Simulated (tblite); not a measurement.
# C6H13PSi: the cost of one run

Computed with tblite 0.8.0 and PySCF 2.14.0, with density-fitted response routines of our own, on a single molecule, in the gas phase or a continuum. Atoms count from 0, in the outputs and in this text.

### Step 1. Starting geometry

21 atoms, charge 0, multiplicity 1; geometry from: force field or distance geometry start.

Bonds of the start (Å): C0–C1 1.31, C1–C2 1.45, C2–P3 1.66, C2–Si4 1.85, Si4–C5 1.88, Si4–C6 1.87, Si4–C7 1.87, C0–H8 1.09, C0–H9 1.10, C1–H10 1.09, P3–H11 1.46, C5–H12 1.10, C5–H13 1.11, C5–H14 1.13, C6–H15 1.14, C6–H16 1.12, C6–H17 1.08, C7–H18 1.13, C7–H19 1.09, C7–H20 1.12.

### Step 2. Optimising the geometry with GFN2-xTB

What the job is given:

```
{"job": {"kind": "relax", "xc": "GFN2-xTB", "basis": "xTB"}, "charge": 0, "multiplicity": 1}
C      2.298100     0.300100    -1.166900
C      2.212000    -0.102900     0.079900
C      0.968500    -0.315700     0.801800
P      0.974900    -0.827700     2.383400
Si    -0.689500    -0.026100     0.039500
C     -2.043100     0.057100     1.347600
C     -1.009100    -1.414800    -1.168800
C     -0.675600     1.657600    -0.764400
H      3.301100     0.414400    -1.582400
H      1.394400     0.518700    -1.763000
H      3.121700    -0.309700     0.638300
H      2.235600    -1.090100     3.076100
H     -1.886600    -0.702000     2.133000
H     -3.005700    -0.073300     0.813000
H     -2.067200     1.098700     1.775400
H     -0.489600    -2.320500    -0.720900
H     -2.097100    -1.681000    -1.146300
H     -0.589900    -1.278200    -2.159000
H     -1.498600     2.293800    -0.316100
H     -0.721900     1.638000    -1.855000
H      0.258500     2.180700    -0.445700
```

The run is started by

```bash
OMP_NUM_THREADS=1 python probes_run.py task.json out
```

One launch serves the whole session: the jobs run in the order shown.

**Question.** How long does this first job take on 1 thread of Arm Neoverse N1, shared host, and how much memory does it need?

About 1.5 s, with a peak of 0.18 GiB.
